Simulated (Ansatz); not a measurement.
Born–Oppenheimer molecular dynamics of a periodic cell of 20 atoms, NaLaMgTeO₆ (host NaLaMgTeO6, host structure Cm). It starts from an unrelaxed structure (largest force component 0.61 eV/Å).

Method: DFT PBEsol, scalar-relativistic, plane waves, PAW (Ansatz 0.2.0). Settings: cutoff 420 eV, k mesh 2x2x1, fermi-dirac smearing 0.05 eV, no spin polarisation.

```
ensemble        : NVT, Nosé–Hoover chain
time step       : 1 fs
steps asked     : 100
set temperature : 500 K
thermostat      : time constant 100 fs, chain length 3
seed            : 332197
```

First frame:

```xyz
20
Lattice="1.6263 2.8539 4.6750 1.6263 -2.8539 4.6750 9.8839 0.0000 0.0000" Properties=species:S:1:pos:R:3
Na 9.883 0.000 3.461
La 6.541 0.000 1.216
Mg 9.883 0.000 0.012
Te 3.278 0.000 2.334
O 6.001 -1.484 6.084
O 2.224 1.408 3.247
O 2.224 -1.408 3.247
O 6.001 1.484 6.084
O 1.963 0.000 0.859
O 4.580 0.000 3.844
Na 6.568 0.000 8.136
La 3.225 0.000 5.891
Mg 6.567 0.000 4.687
Te 9.846 0.000 7.009
O 10.943 1.370 6.084
O 7.166 -1.446 3.247
O 7.166 1.446 3.247
O 10.943 -1.370 6.084
O 8.531 0.000 5.534
O 11.148 0.000 8.519
```

Task: What does the run give?

Result: All steps were run.

```
steps done                                               : 100
time covered                                             : 100 fs
mean temperature over the second half                    : 262 K
spread of the potential energy over the second half      : 4.2 meV per atom
mean potential energy of the second half above the start : 35.5 meV per atom
```

The conserved energy stayed within 0.035 meV per atom of its start (net change 0.03 meV per atom), so the integration is sound. The mean temperature of the second half is 48 % below the set value. A run of 0.1 ps of so small a system gives no equilibrium averages. Limits of this set-up: coarse k mesh.

Task: What happens to the structure?

Result: Mean squared displacements from the first frame to the last, about the centre of mass: Na 0.17 Å², La 0.02 Å², Mg 0.03 Å², Te 0.01 Å², O 0.07 Å². Another seed would give other details.

Task: How do temperature and energy run in time?

Result: 
| time (fs) | T (K) | potential energy less start (eV) | conserved less start (meV/atom) |
| --- | --- | --- | --- |
| 0.0 | 500 | 0.000 | 0.00 |
| 3.0 | 485 | 0.038 | 0.01 |
| 6.0 | 461 | 0.095 | 0.01 |
| 9.0 | 436 | 0.158 | 0.01 |
| 12.0 | 409 | 0.223 | 0.01 |
| 15.0 | 382 | 0.292 | 0.01 |
| 18.0 | 353 | 0.363 | 0.01 |
| 21.0 | 325 | 0.434 | 0.02 |
| 24.0 | 300 | 0.497 | 0.02 |
| 27.0 | 281 | 0.547 | 0.02 |
| 30.0 | 269 | 0.578 | 0.02 |
| 33.0 | 266 | 0.589 | 0.02 |
| 36.0 | 269 | 0.585 | 0.02 |
| 39.0 | 276 | 0.574 | 0.01 |
| 42.0 | 280 | 0.567 | 0.01 |
| 45.0 | 281 | 0.571 | 0.01 |
| 48.0 | 278 | 0.585 | 0.01 |
| 51.0 | 273 | 0.603 | 0.02 |
| 54.0 | 271 | 0.615 | 0.02 |
| 57.0 | 274 | 0.617 | 0.02 |
| 60.0 | 278 | 0.615 | 0.01 |
| 63.0 | 280 | 0.621 | 0.01 |
| 66.0 | 272 | 0.649 | 0.01 |
| 69.0 | 253 | 0.706 | 0.01 |
| 72.0 | 227 | 0.780 | 0.02 |
| 75.0 | 206 | 0.842 | 0.03 |
| 78.0 | 200 | 0.865 | 0.04 |
| 81.0 | 215 | 0.837 | 0.03 |
| 84.0 | 245 | 0.775 | 0.02 |
| 87.0 | 277 | 0.710 | 0.01 |
| 90.0 | 298 | 0.674 | 0.00 |
| 93.0 | 303 | 0.677 | 0.01 |
| 96.0 | 295 | 0.712 | 0.02 |
| 99.0 | 282 | 0.757 | 0.03 |

Run time: 5.3 min on 1 thread of Arm Neoverse V2, with other jobs on the host, peak memory 0.65 GiB.
